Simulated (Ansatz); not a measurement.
**B₂ClFH₃P: one species, many methods**

The task here is to estimate one member of a computed series from the others.

The runs use Ansatz 0.2.0, Gaussian basis; functionals in def2-TZVPP, the program's frozen cores in correlated methods.

Plan: LDA (SPW92), PBE-D4, revPBE-D4, BLYP-D4, r2SCAN-D4, B97M-V, PBE0-D4, B3LYP-D4, r2SCANh-D4, r2SCAN0-D4, HSE06-D4, BHLYP-D4, CAM-B3LYP-D4, LC-ωPBE, ωB97X-V, ωB97M-V, B2PLYP, PBE-QIDH; CCSD(T)/def2-SVP; CCSD(T)/def2-TZVPP; MP2/def2-QZVPP; extrapolation to the limit; RPA on PBE.

**The relaxed structure**

An earlier PBE0-D4 in a triple-zeta def2 set relaxation fixed the geometry.

SMILES `BPB(F)Cl`, 8 atoms, charge 0, spin multiplicity 1.

Atoms are counted from 1 here; the program's logs count them from 0.

Bond lengths: B1–P2 1.840 Å, B1–H6 1.191 Å, B1–H7 1.191 Å, P2–B3 1.886 Å, P2–H8 1.407 Å, B3–F4 1.317 Å, B3–Cl5 1.747 Å. Angles: P2–B1–H6 119.3°, P2–B1–H7 118.2°, H6–B1–H7 122.2°, B1–P2–B3 111.5°, B1–P2–H8 111.0°, B3–P2–H8 106.4°, P2–B3–F4 120.5°, P2–B3–Cl5 120.8°, F4–B3–Cl5 118.7°.

Geometry (Å):

```mol
B2ClFH3P
  3D, bonds by distance, orders not assigned

  8  7  0  0  0  0  0  0  0  0999 V2000
   -0.1670    0.4275    1.4983 B   0  0
    0.1472   -0.8638    0.2264 P   0  0
    0.3472   -0.1095   -1.4909 B   0  0
   -0.2021   -0.6848   -2.5410 F   0  0
    1.3384    1.3088   -1.7352 Cl  0  0
   -0.8765    0.1769    2.4221 H   0  0
    0.4377    1.4503    1.4219 H   0  0
   -0.9327   -1.7626    0.1427 H   0  0
  1  2  8  0
  2  3  8  0
  3  4  8  0
  3  5  8  0
  1  6  8  0
  1  7  8  0
  2  8  8  0
M  END
```

The first run:

Input file in.yaml:

```yaml
crystal:
  periodic: [false, false, false]
  atoms:
    - {symbol: B, position_ang: [-0.167005, 0.427517, 1.498250]}
    - {symbol: P, position_ang: [0.147156, -0.863836, 0.226399]}
    - {symbol: B, position_ang: [0.347177, -0.109475, -1.490935]}
    - {symbol: F, position_ang: [-0.202150, -0.684807, -2.541044]}
    - {symbol: Cl, position_ang: [1.338355, 1.308846, -1.735222]}
    - {symbol: H, position_ang: [-0.876451, 0.176895, 2.422080]}
    - {symbol: H, position_ang: [0.437695, 1.450276, 1.421949]}
    - {symbol: H, position_ang: [-0.932679, -1.762615, 0.142724]}
basis:
  gaussian: {orbitals: def2-TZVPP}
hamiltonian: {xc: lda}
output: {orbitals: {seedname: orbitals}}
```

Command:

```sh
$ ansatz run in.yaml --threads 2 --pin off --events-out ev --progress --plain --max-ram 4352MiB
```

Steps of the session up to this table: LDA; PBE-D4 (GGA); revPBE-D4 (GGA); BLYP-D4 (GGA); r2SCAN-D4 (meta-GGA); B97M-V (meta-GGA); B3LYP-D4 (hybrid); r2SCANh-D4 (hybrid); r2SCAN0-D4 (hybrid); HSE06-D4 (hybrid); BHLYP-D4 (hybrid); CAM-B3LYP-D4 (range-separated); LC-ωPBE (range-separated); ωB97X-V (range-separated); ωB97M-V (range-separated); B2PLYP (double hybrid); PBE-QIDH (double hybrid).

One of the session's tables, all rows but one given; the rest of the session is left out.

It belongs to the step «Orbital energies across the functionals». 

| functional | HOMO (eV) | LUMO (eV) | gap (eV) |
| --- | --- | --- | --- |
| LDA (SPW92) | -6.96 | -3.16 | 3.80 |
| PBE-D4 | -6.81 | -2.91 | 3.90 |
| revPBE-D4 | -6.75 | -2.81 | 3.94 |
| BLYP-D4 | -6.61 | -2.73 | 3.89 |
| r2SCAN-D4 | -7.02 | -2.62 | 4.40 |
| B97M-V | ? | ? | ? |
| PBE0-D4 | -7.82 | -2.00 | 5.82 |
| B3LYP-D4 | -7.59 | -2.17 | 5.41 |
| r2SCANh-D4 | -7.40 | -2.30 | 5.10 |
| r2SCAN0-D4 | -7.96 | -1.83 | 6.14 |
| HSE06-D4 | -7.43 | -2.38 | 5.05 |
| BHLYP-D4 | -8.66 | -0.96 | 7.70 |
| CAM-B3LYP-D4 | -9.02 | -0.89 | 8.13 |
| LC-ωPBE | -10.33 | 0.23 | 10.56 |
| ωB97X-V | -10.00 | 0.16 | 10.16 |
| ωB97M-V | -9.85 | -0.03 | 9.82 |

**Question.** Estimate the row for B97M-V.

**Answer.** HOMO (eV): -7.08; LUMO (eV): -2.65; gap (eV): 4.43. In the column «HOMO (eV)» it lies between r2SCANh-D4 (-7.40) and r2SCAN-D4 (-7.02).
